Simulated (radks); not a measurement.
# S¹¹⁺ in [He] 2s2 2p1: an all-electron calculation

An exercise on one series of results from a longer session: the logs are not shown, and one member is left open.

Program: radks (a radial shooting solver on a logarithmic mesh, Libxc functionals) version 1. Level of theory: scalar-relativistic Kohn-Sham, AM05, spin-polarised, spherical densities, finite nucleus; open shells are filled with parallel spins first. These are calculated values, not measurements, unless marked.

### Starting point

| Item | Value |
| --- | --- |
| element | sulfur (Z = 16) |
| charge | +11 |
| electrons | 5 |
| configuration | [He] 2s2 2p1 |
| nuclear rms radius | 3.2611 fm |

Outer shells as boxes (Hund's rule):

S¹¹⁺
```
[He] core
2s [↑↓]
2p [↑ ][  ][  ]
```

Set-up of the first run:

The run's settings:

```text
Z 16
configuration [He] 2s2 2p1 3s0 3p0 3d0
relativity scalar-relativistic
functional am05,am05
spin polarised
nucleus finite rms 3.2611 fm
c 137.035999084
```

One of the session's tables, all rows but one given; the rest of the session is left out.

It belongs to the step «Shells». From the orbitals of this run (lengths in bohr):

| level | <r> | outermost maximum (interpolated) | 90 % within | nodes |
| --- | --- | --- | --- | --- |
| 1s up | 0.09656 | 0.0633 | 0.172 | 0 |
| 1s down | 0.09641 | 0.0633 | 0.172 | 0 |
| 2s up | 0.4208 | 0.359 | 0.645 | 1 |
| 2s down | ? | ? | ? | ? |
| 2p up | 0.3672 | 0.289 | 0.593 | 0 |
| 2p down | 0.3702 | 0.291 | 0.598 | 0 |
| 3s up | 1.019 | 0.965 | 1.47 | 2 |
| 3s down | 1.025 | 0.972 | 1.48 | 2 |
| 3p up | 0.9850 | 0.927 | 1.45 | 1 |
| 3p down | 0.9926 | 0.936 | 1.47 | 1 |
| 3d up | 0.8565 | 0.725 | 1.30 | 0 |
| 3d down | 0.8668 | 0.735 | 1.32 | 0 |

Q: Estimate the row for 2s down from the others.

As computed: <r>: 0.4233; outermost maximum (interpolated): 0.361; 90 % within: 0.649; nodes: 1. In the column «<r>» it lies between 2s up (0.4208) and 3d up (0.8565).

To keep in mind: Open shells are spherical and high-spin; term and fine-structure splittings are not resolved.
